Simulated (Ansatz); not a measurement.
# CH3BrOSi: the cost of one run

The runs use Ansatz 0.2.0, Gaussian basis; the settings change from run to run.

## 1. The molecule

The structure was relaxed beforehand with PBE0-D4 in a triple-zeta def2 set.

SMILES `BrC1O[SiH2]1`, 7 atoms, charge 0, spin multiplicity 1.

Atoms are counted from 1 here; the program's logs count them from 0.

Bond lengths: Br1–C2 1.934 Å, C2–O3 1.428 Å, C2–Si4 1.806 Å, C2–H5 1.085 Å, O3–Si4 1.677 Å, Si4–H6 1.475 Å, Si4–H7 1.477 Å. Angles: Br1–C2–O3 114.5°, Br1–C2–Si4 121.2°, Br1–C2–H5 108.3°, O3–C2–Si4 61.2°, O3–C2–H5 114.2°, Si4–C2–H5 127.4°, C2–O3–Si4 70.6°, C2–Si4–O3 48.2°, C2–Si4–H6 120.1°, C2–Si4–H7 122.9°, O3–Si4–H6 117.0°, O3–Si4–H7 115.8°, H6–Si4–H7 114.8°.

## 2. RPA/def2-TZVPP

This run has charge +1, multiplicity 2, high accuracy.

Contents of in.yaml:

```yaml
crystal:
  periodic: [false, false, false]
  atoms:
    - {symbol: Br, position_ang: [-0.945062, -1.738739, 1.400159]}
    - {symbol: C, position_ang: [0.349515, -0.653001, 0.459729]}
    - {symbol: O, position_ang: [0.255787, -0.717913, -0.964137]}
    - {symbol: Si, position_ang: [-0.151740, 0.825260, -0.448712]}
    - {symbol: H, position_ang: [1.334971, -0.882509, 0.851647]}
    - {symbol: H, position_ang: [-1.575593, 1.201083, -0.523553]}
    - {symbol: H, position_ang: [0.793422, 1.897919, -0.820733]}
basis:
  gaussian: {orbitals: def2-TZVPP}
total_charge: 1
magnetization: {spin_polarized: true, initial_magnetization: 1}
hamiltonian: {xc: {name: HF}}
correlation: {method: rpa}
accuracy: high
```

Started as:

```console
> ansatz run in.yaml --threads 2 --pin off --events-out ev --progress --plain --max-ram 4352MiB
```

**Question.** How long does this run take on 2 threads of Arm Neoverse V2, shared host, and how much memory does it need?

About 78 s, with a peak of 1.2 GiB.
